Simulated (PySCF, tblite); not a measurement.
**C₆H₆FO radical: geometry, infrared bands and EPR parameters**

Aim: predict the infrared bands and EPR parameters of C₆H₆FO radical (`OC1=C[C@H](F)[CH]C=C1`).

Programs: tblite 0.8.0 and PySCF 2.14.0, with density-fitted response routines of our own. Each step states its level of theory. These are calculated values for one molecule in the gas phase, unless marked as measured. Atoms are numbered from 0 throughout.

### 1 The molecule as given

14 atoms, charge 0, multiplicity 2; geometry from: force field or distance geometry start.

Bonds of the start (Å): O0–C1 1.40, C1–C2 1.30, C2–C3 1.48, C3–F4 1.38, C3–C5 1.48, C5–C6 1.47, C6–C7 1.32, C7–C1 1.45, O0–H8 1.02, C2–H9 1.09, C3–H10 1.14, C5–H11 1.11, C6–H12 1.10, C7–H13 1.08.

### 2 Geometry optimisation with GFN2-xTB

Job settings and geometry (Å):

```
{"job": {"kind": "relax", "xc": "GFN2-xTB", "basis": "xTB"}, "charge": 0, "multiplicity": 2}
O      2.476500     0.556600    -0.482900
C      1.105600     0.315700    -0.299600
C      0.690800    -0.887500    -0.022100
C     -0.713400    -1.296500     0.193500
F     -1.101500    -2.317400    -0.653900
C     -1.679900    -0.182000     0.098700
C     -1.104900     1.135000    -0.203500
C      0.168400     1.412800    -0.383100
H      3.085500     0.380100     0.321300
H      1.436000    -1.682700     0.042300
H     -0.761800    -1.691200     1.261900
H     -2.345200    -0.118100     0.985800
H     -1.806700     1.975300    -0.268000
H      0.550000     2.399400    -0.612500
```

The run is started by

```bash
$ OMP_NUM_THREADS=1 python probes_run.py task.json out
```

One launch serves the whole session: the jobs run in the order shown.

**Question.** This job is followed by: GFN2-xTB harmonic vibrations, gas phase; UKS B3LYP, pcH-1 on C F H O, non-relativistic, mean-field spin-orbit, GIAO. Predict these results of the whole session: strongest single infrared mode (GFN2-xTB); zero-point energy (GFN2-xTB); g(iso) (B3LYP); ⟨S²⟩; largest a(iso); potential on the surface of density 0.002 e/bohr³, 1st and 99th percentile.

The runs gave:

| quantity | value |
| --- | --- |
| strongest single infrared mode (GFN2-xTB) | 1229 cm⁻¹, 139 km/mol |
| zero-point energy (GFN2-xTB) | 64.0 kcal/mol |
| g(iso) (B3LYP) | 2.00205 |
| ⟨S²⟩ | 0.784 (exact 0.75) |
| largest a(iso) | 19F on F4, 306.0 MHz |
| potential on the surface of density 0.002 e/bohr³, 1st and 99th percentile | -1.26 V and 2.49 V |

In words: Over 65 steps the energy fell by 1.425 eV; of the close pairs, C5–C6 changed most, 1.468 to 1.358 Å. No mode is imaginary among the 36: a minimum at this level. The strongest single mode, at 1229 cm⁻¹, is spread over several atoms, C1, O0, H9 among them. GFN2-xTB is a fitted tight-binding method: band positions and strengths are rough. Its intensities can rank the bands wrongly. The largest spin populations lie on C7 (0.57 e), C5 (0.46 e). The isotropic g lies 0.3 ppt below the free-electron value. The conformer search found further structures of the same energy, which may be mirror or relabelled copies of this one.
